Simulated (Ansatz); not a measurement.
**BHLYP/cc-pVDZ run of GaH2OF (SMILES [OH][GaH][F])**

What is the electronic atomisation energy of GaH2OF at BHLYP/cc-pVDZ? 

Program for the calculation: Ansatz 0.2.0.

61 further runs of the same task are left out: 61 set aside as unsound or not needed.

## Step 1: The system as given

GaH2OF has 5 atoms, charge 0, and is taken as a singlet. SMILES: `[OH][GaH][F]`. Geometry: relaxed at PBE0-D4/def2-TZVP. This is one conformer, not always the lowest.

Bond lengths: O1–Ga2 1.771 Å, Ga2–F3 1.746 Å, O1–H4 0.959 Å, Ga2–H5 1.545 Å. Angles: O1–Ga2–F3 111.1°, O1–Ga2–H5 128.8°, F3–Ga2–H5 120.0°, Ga2–O1–H4 114.5°.

## Step 2: A single-point energy at BHLYP/cc-pVDZ

run.yaml

```yaml
crystal:
  periodic: [false, false, false]
  atoms:
    - symbol: O
      position_ang: [-1.130400, -0.588700, -0.283800]
    - symbol: Ga
      position_ang: [0.383700, 0.280500, 0.015600]
    - symbol: F
      position_ang: [0.438300, 1.777800, -0.881200]
    - symbol: H
      position_ang: [-1.210600, -1.420700, 0.187200]
    - symbol: H
      position_ang: [1.569000, -0.122600, 0.920900]
basis:
  gaussian: {orbitals: cc-pVDZ}
hamiltonian: {xc: {name: BHLYP}}
accuracy: high
output: {orbitals: {seedname: orbitals}}
```

Command:

```sh
$ ansatz run run.yaml --threads 1 --pin off --max-ram 3480MiB --events-out events.jsonl --progress --plain --runs-dir runs
```

Output:

```text
Warning: RAYON_NUM_THREADS=1 ignored (pool sized by the plan → 1); use --threads N
Functional definition: BHLYP
  name "BHLYP"
  parameter a = 0.5
  exchange = (1 - a)*b88_x + a*exact_x
  correlation = lyp_c
1380 factors; integrals over basis functions are off by at most 4.4e-9 eV
mean field evaluation 1: about -57167.1302 eV, gradient 5.5e1 eV
mean field evaluation 2: about -57161.4084 eV, gradient 7.9e1 eV
mean field evaluation 4: about -57172.4827 eV, gradient 3.4e0 eV
mean field evaluation 8: about -57172.6468 eV, gradient 2.0e-1 eV
mean field evaluation 16: about -57172.6469 eV, gradient 4.4e-5 eV
mean field -57172.64691023 eV, -2101.0560209390 hartree, gradient 2.0e-8 eV, S^2 0.000000; 0 other end points of the search recorded, 0 dependent functions left out
reference -57172.64693442 eV, -2101.0560218281 hartree; 25, 25 occupied and 40, 40 virtual orbitals, 1380 factors
Total energy: -57172.64693442 eV, -2101.0560218281 hartree
```

It took 3 s on 1 thread of Intel Xeon 6975P-C (Granite Rapids), shared host; peak memory 0.2 GiB.

## Step 3: The F atom, same level

molecule.yaml

```yaml
crystal:
  periodic: [false, false, false]
  atoms:
    - {symbol: F, position_ang: [0.000000, 0.000000, 0.000000]}
basis:
  gaussian:
    orbitals: cc-pVDZ
magnetization:
  spin_polarized: true
  initial_magnetization: 1
hamiltonian:
  xc: {name: BHLYP}
accuracy: high
```

Run the same way, it converges to -99.70476 Eh (log not shown).

## Step 4: The Ga atom at the same level

input.yaml

```yaml
crystal:
  periodic: [false, false, false]
  atoms:
    - symbol: Ga
      position_ang: [0.000000, 0.000000, 0.000000]
basis:
  gaussian:
    orbitals: cc-pVDZ
magnetization:
  spin_polarized: true
  initial_magnetization: 1
hamiltonian:
  xc: {name: BHLYP}
accuracy: high
```

Command:

```sh
$ ansatz run input.yaml --threads 1 --pin off --max-ram 3480MiB --events-out events.jsonl --progress --plain --runs-dir runs
```

Output:

```text
Warning: RAYON_NUM_THREADS=1 ignored (pool sized by the plan → 1); use --threads N
Functional definition: BHLYP
  name "BHLYP"
  parameter a = 0.5
  exchange = (1 - a)*b88_x + a*exact_x
  correlation = lyp_c
255 factors; integrals over basis functions are off by at most 4.4e-9 eV
mean field evaluation 1: about -52375.2457 eV, gradient 1.7e0 eV
mean field evaluation 2: about -52375.2877 eV, gradient 4.4e-1 eV
mean field evaluation 4: about -52375.2886 eV, gradient 4.5e-1 eV
mean field evaluation 8: about -52375.2919 eV, gradient 1.3e-3 eV
mean field evaluation 16: about -52375.2919 eV, gradient 7.9e-8 eV
mean field -52375.29185039 eV, -1924.7564742540 hartree, gradient 7.9e-8 eV, S^2 0.753370; 0 other end points of the search recorded, 0 dependent functions left out
reference -52375.29186536 eV, -1924.7564748040 hartree; 16, 15 occupied and 11, 12 virtual orbitals, 255 factors
Total energy: -52375.29186536 eV, -1924.7564748040 hartree
```

Run time: 0.68 s. Hardware: 1 thread of Intel Xeon 6975P-C (Granite Rapids), shared host.

## Step 5: The H atom at the same level

in.yaml

```yaml
crystal:
  periodic: [false, false, false]
  atoms:
    - {symbol: H, position_ang: [0.000000, 0.000000, 0.000000]}
basis:
  gaussian:
    orbitals: cc-pVDZ
accuracy: high
magnetization:
  spin_polarized: true
  initial_magnetization: 1
hamiltonian:
  xc: {name: BHLYP}
```

Run the same way, it converges to -0.49784 Eh (log not shown).

## Step 6: The O atom, same level

run.yaml

```yaml
crystal:
  periodic: [false, false, false]
  atoms:
    - {symbol: O, position_ang: [0.000000, 0.000000, 0.000000]}
basis:
  gaussian: {orbitals: cc-pVDZ}
magnetization: {spin_polarized: true, initial_magnetization: 2}
hamiltonian: {xc: {name: BHLYP}}
accuracy: high
```

Run the same way, it converges to -75.05193 Eh (log not shown).

## Step 7: What came out

Level: BHLYP/cc-pVDZ.

| quantity | value |
| --- | --- |
| molecule: total energy | -2101.05602 Eh |
| molecule: HOMO energy | -10.68 eV |
| molecule: LUMO energy | -0.11 eV |
| molecule: HOMO–LUMO gap | 10.57 eV |
| F atom: total energy | -99.70476 Eh |
| F atom: ⟨S²⟩ | 0.751 |
| Ga atom: total energy | -1924.75647 Eh |
| Ga atom: ⟨S²⟩ | 0.753 |
| H atom: total energy | -0.49784 Eh |
| H atom: ⟨S²⟩ | 0.750 |
| O atom: total energy | -75.05193 Eh |
| O atom: ⟨S²⟩ | 2.002 |
| electronic atomisation energy | 14.890 eV |

In words: Taking the molecule apart into free atoms costs 14.89 eV (343 kcal/mol), before zero-point energy and without spin-orbit coupling.
